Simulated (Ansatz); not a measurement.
**GeH8SSi (built from SMILES S.[SiH3][GeH3]): a reaction path by the nudged elastic band**

What path joins these two structures, and how high does it climb? Both ends were relaxed at PBE0-D4 in triple zeta.

Method: PBE0-D4/def2-SVP; program: Ansatz 0.2.0, Gaussian basis.

22 further runs of the same task are left out: 22 set aside as unsound or not needed.

### Step 1. Starting geometry

The first end: 11 atoms, charge 0, spin multiplicity 1.

Atoms are counted from 1 here; the program's logs count them from 0.

Bond lengths: Ge1–Si2 2.378 Å, Ge1–H3 1.537 Å, Ge1–H4 1.535 Å, Ge1–H5 1.541 Å, Si2–H8 1.487 Å, Si2–H9 1.488 Å, Si2–H10 1.486 Å, H6–S7 1.341 Å, S7–H11 1.341 Å. Angles: Si2–Ge1–H3 111.1°, Si2–Ge1–H4 111.4°, Si2–Ge1–H5 109.0°, H3–Ge1–H4 109.1°, H3–Ge1–H5 107.9°, H4–Ge1–H5 108.3°, Ge1–Si2–H8 110.0°, Ge1–Si2–H9 109.9°, Ge1–Si2–H10 111.5°, H8–Si2–H9 108.5°, H8–Si2–H10 108.5°, H9–Si2–H10 108.4°, H6–S7–H11 92.3°.

As a file:

```mol
GeH8SSi
  3D, bonds by distance, orders not assigned

 11  9  0  0  0  0  0  0  0  0999 V2000
   -1.5304    0.2454   -0.0464 Ge  0  0
   -0.0667   -1.5197    0.5831 Si  0  0
   -1.2262    0.7335   -1.4717 H   0  0
   -1.4280    1.4318    0.9222 H   0  0
   -2.9808   -0.2749   -0.0234 H   0  0
    2.7373    1.3151    0.0342 H   0  0
    1.8628    2.1946   -0.4764 S   0  0
   -0.4076   -1.9992    1.9492 H   0  0
   -0.2099   -2.6573   -0.3649 H   0  0
    1.3528   -1.0792    0.5775 H   0  0
    1.8967    1.6100   -1.6833 H   0  0
  1  2  8  0
  1  3  8  0
  1  4  8  0
  1  5  8  0
  2  8  8  0
  2  9  8  0
  2 10  8  0
  6  7  8  0
  7 11  8  0
M  END
```

The second end:

| atom | x (Å) | y (Å) | z (Å) |
| --- | --- | --- | --- |
| Ge1 | -1.2310 | 1.6065 | -0.5328 |
| Si2 | 0.8512 | -1.9693 | 0.8598 |
| H3 | -1.9722 | 1.8624 | -1.8540 |
| H4 | -1.8715 | 2.3996 | 0.6115 |
| H5 | -1.2402 | 0.1021 | -0.2177 |
| H6 | 1.5946 | -0.7055 | 0.6320 |
| S7 | 0.8578 | 2.3583 | -0.6532 |
| H8 | -0.2231 | -1.7430 | 1.8598 |
| H9 | 0.2438 | -2.4247 | -0.4174 |
| H10 | 1.7789 | -3.0154 | 1.3607 |
| H11 | 1.2116 | 1.5291 | -1.6485 |

### Step 2. The band at PBE0-D4/def2-SVP

Contents of neb/in.yaml:

```yaml
crystal:
  periodic: [false, false, false]
  atoms:
    - {symbol: Ge, position_ang: [-1.530423, 0.245372, -0.046417]}
    - {symbol: Si, position_ang: [-0.066708, -1.519686, 0.583131]}
    - {symbol: H, position_ang: [-1.226212, 0.733508, -1.471749]}
    - {symbol: H, position_ang: [-1.427988, 1.431843, 0.922239]}
    - {symbol: H, position_ang: [-2.980827, -0.274930, -0.023434]}
    - {symbol: H, position_ang: [2.737307, 1.315098, 0.034151]}
    - {symbol: S, position_ang: [1.862790, 2.194623, -0.476399]}
    - {symbol: H, position_ang: [-0.407614, -1.999165, 1.949249]}
    - {symbol: H, position_ang: [-0.209856, -2.657323, -0.364896]}
    - {symbol: H, position_ang: [1.352840, -1.079243, 0.577513]}
    - {symbol: H, position_ang: [1.896692, 1.610002, -1.683289]}
basis:
  gaussian: {orbitals: def2-SVP}
hamiltonian: {xc: pbe0, dispersion: d4}
neb:
  images: 5
  climbing: true
  max_iterations: 40
  initial_path: idpp
  final_atoms:
    - {symbol: Ge, position_ang: [-1.230975, 1.606545, -0.532805]}
    - {symbol: Si, position_ang: [0.851216, -1.969346, 0.859849]}
    - {symbol: H, position_ang: [-1.972166, 1.862420, -1.854020]}
    - {symbol: H, position_ang: [-1.871513, 2.399605, 0.611477]}
    - {symbol: H, position_ang: [-1.240173, 0.102148, -0.217731]}
    - {symbol: H, position_ang: [1.594562, -0.705510, 0.631961]}
    - {symbol: S, position_ang: [0.857766, 2.358260, -0.653167]}
    - {symbol: H, position_ang: [-0.223090, -1.743021, 1.859764]}
    - {symbol: H, position_ang: [0.243844, -2.424677, -0.417434]}
    - {symbol: H, position_ang: [1.778944, -3.015442, 1.360708]}
    - {symbol: H, position_ang: [1.211585, 1.529119, -1.648503]}
```

Run with:

```console
ansatz run in.yaml --threads 4 --pin off --events-out ev --progress --plain --max-ram 9574MiB
```

The program printed, cut to the lines that bear on the results:

```text
Functional definition: PBE0
  name "PBE0"
  cite "Adamo & Barone, J. Chem. Phys. 110, 6158 (1999) doi:10.1063/1.478522"
  cite "Perdew, Burke & Ernzerhof, Phys. Rev. Lett. 77, 3865 (1996) doi:10.1103/PhysRevLett.77.3865"
  parent pbe
[...]
1137 factors; integrals over basis functions are off by at most 3.4e-4 eV
[...]
mean field -75333.74440649 eV, -2768.4640438927 hartree, gradient 1.0e-5 eV, S^2 0.000000; 0 other end points of the search recorded, 0 dependent functions left out
[...]
reference -75333.74443742 eV, -2768.4640450292 hartree; 35, 35 occupied and 73, 73 virtual orbitals, 1137 factors
[... from here to the last solve, the lines of the solves are left out (130 solves) ...]
WARN: NEB end point (image 0): max|allowed force component| = 2.177e-1 eV/Å (the criterion of neb.relax_end_points is 1.000e-2). That is over neb.f_tol: it is no minimum, so the barrier can be far off. Relax it first
WARN: NEB end point (image 6): max|allowed force component| = 1.634e-1 eV/Å (the criterion of neb.relax_end_points is 1.000e-2). That is over neb.f_tol: it is no minimum, so the barrier can be far off. Relax it first
NEB iter   1: max|band force component| = 2.788e0 eV/Å  barrier→ = 5.6033 eV  barrier← = 5.7898 eV  Δτ_max = 0.2000 Å  (176 SCF iters)
[...]
NEB iter   5: max|band force component| = 2.198e0 eV/Å  barrier→ = 2.7287 eV  barrier← = 2.9152 eV  Δτ_max = 0.2000 Å  (133 SCF iters)
[...]
NEB iter   9: max|band force component| = 9.096e-1 eV/Å  barrier→ = 2.4310 eV  barrier← = 2.6175 eV  CI = image 3  Δτ_max = 0.2000 Å  (124 SCF iters)
[...]
NEB iter  13: max|band force component| = 4.886e-1 eV/Å  barrier→ = 2.4209 eV  barrier← = 2.6074 eV  CI = image 3  Δτ_max = 0.0420 Å  (124 SCF iters)
[...]
NEB iter  17: max|band force component| = 5.011e-2 eV/Å  barrier→ = 2.3919 eV  barrier← = 2.5784 eV  CI = image 3  Δτ_max = 0.0310 Å  (123 SCF iters)
NEB iter  18: max|band force component| = 2.560e-2 eV/Å  barrier→ = 2.3916 eV  barrier← = 2.5781 eV  CI = image 3  Δτ_max = 0.0200 Å  (117 SCF iters)
[...]
NEB iter  19: max|band force component| = 3.063e-2 eV/Å  barrier→ = 2.3911 eV  barrier← = 2.5776 eV  CI = image 3  CI's point: of a kind that is not told: the force calls were inconclusive, a negative curvature could not be distinguished from the path's own, the only one lies far off the [...]
Total energy: -75331.53219442 eV, -2768.3827465984 hartree
Atom 0 at    -1.043447     0.784194    -0.198717 Å, force    -0.013214    -0.002188     0.010822 eV/Å
Atom 1 at     0.472429    -1.338957     0.655746 Å, force    -0.020759    -0.013413    -0.006896 eV/Å
Atom 2 at    -1.472500     1.487247    -1.500945 Å, force     0.008976    -0.008746    -0.001580 eV/Å
Atom 3 at    -1.236544     1.580344     1.093967 Å, force    -0.002260     0.004907    -0.003374 eV/Å
Atom 4 at    -1.933625    -0.503346    -0.164255 Å, force    -0.001282    -0.006943     0.008230 eV/Å
Atom 5 at     0.843864     0.324595     0.043282 Å, force     0.012379     0.032249    -0.010358 eV/Å
Atom 6 at     1.357569     1.846173    -0.597926 Å, force     0.008314    -0.005696     0.012153 eV/Å
Atom 7 at    -0.453537    -1.549633     1.810574 Å, force     0.002832    -0.000179     0.000917 eV/Å
Atom 8 at     0.137737    -2.294887    -0.443567 Å, force     0.002841    -0.004848     0.002019 eV/Å
Atom 9 at     1.881736    -1.579990     1.106513 Å, force    -0.001861     0.004988    -0.006937 eV/Å
Atom 10 at     1.446319     1.244358    -1.804573 Å, force     0.004033    -0.000131    -0.004997 eV/Å
Dipole moment:    -0.245906    -0.185747    -0.083972 e Å
```

It took 3.3 min on 4 threads of Arm Neoverse V1, shared host.

The last band:

| image | path (Å) | energy (eV) | Ge1–S7 (Å) | Si2–H6 (Å) | Ge1–Si2 (Å) | H6–S7 (Å) |
| --- | --- | --- | --- | --- | --- | --- |
| 0 | 0.00 | 0.000 | 3.94 | 4.02 | 2.38 | 1.34 |
| 1 | 1.13 | 0.029 | 3.78 | 3.08 | 2.39 | 1.35 |
| 2 | 2.26 | 0.529 | 3.27 | 2.42 | 2.43 | 1.36 |
| 3 | 3.38 | 2.391 | 2.66 | 1.81 | 2.75 | 1.73 |
| 4 | 4.55 | 0.382 | 2.28 | 1.49 | 3.37 | 2.32 |
| 5 | 5.72 | -0.166 | 2.23 | 1.49 | 3.99 | 2.90 |
| 6 | 6.88 | -0.187 | 2.22 | 1.48 | 4.37 | 3.40 |

The highest image, 3:

```
Ge   -1.04345    0.78419   -0.19872
Si    0.47243   -1.33896    0.65575
H    -1.47250    1.48725   -1.50094
H    -1.23654    1.58034    1.09397
H    -1.93362   -0.50335   -0.16426
H     0.84386    0.32460    0.04328
S     1.35757    1.84617   -0.59793
H    -0.45354   -1.54963    1.81057
H     0.13774   -2.29489   -0.44357
H     1.88174   -1.57999    1.10651
H     1.44632    1.24436   -1.80457
```

### Step 3. Results

| quantity | value |
| --- | --- |
| PBE0-D4/def2-SVP, 19 iterations | highest 2.391 eV (image 3), last end -0.187 eV |
| from earlier runs: barrier over the separately found saddle, CCSD(T)/def2-TZVPP | 2.636 eV |

What this shows: The highest image lies 2.391 eV above the first end, and it climbed, so it estimates the saddle. The ends are not quite minima at this level (largest force component 0.22 eV/Å), so the heights are unreliable: relaxing the first end would lower it and raise the barrier above it. The highest image is 0.245 eV below the CCSD(T) barrier in triple zeta, which comes from separate runs on the saddle.
